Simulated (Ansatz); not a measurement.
# CoSi: the cost of one run

The runs use Ansatz 0.2.0, Gaussian basis; def2-TZVPP, core rule «outside noble gas», up to 14 orbitals frozen.

To be run: UHF; ROHF; CCSD(T) on UHF.

## (1) What is computed

The geometry is a PBE0/def2-TZVP stationary point (not a proven minimum) of the parent state, kept for this charge and spin.

2 atoms, charge 1, spin multiplicity 3.

Atoms are counted from 1 here; the program's logs count them from 0.

Bond lengths: Co1–Si2 2.358 Å.

## (2) UHF

Contents of in.yaml:

```yaml
crystal:
  periodic: [false, false, false]
  atoms:
    - {symbol: Co, position_ang: [0.000000, 0.000000, 0.000000]}
    - {symbol: Si, position_ang: [0.000000, 0.000000, 2.357600]}
basis:
  gaussian: {orbitals: def2-TZVPP}
total_charge: 1
magnetization: {spin_polarized: true, initial_magnetization: 2}
hamiltonian: {xc: hf}
output: {orbitals: {seedname: orbitals}}
```

Launch:

```console
$ ansatz run in.yaml --threads 1 --pin off --events-out ev --progress --plain --max-ram 4096MiB --backend cpu
```

Q: Estimate wall time and peak memory on 1 thread of AMD EPYC 7R13, shared host.

About 1.9 min, with a peak of 0.34 GiB.
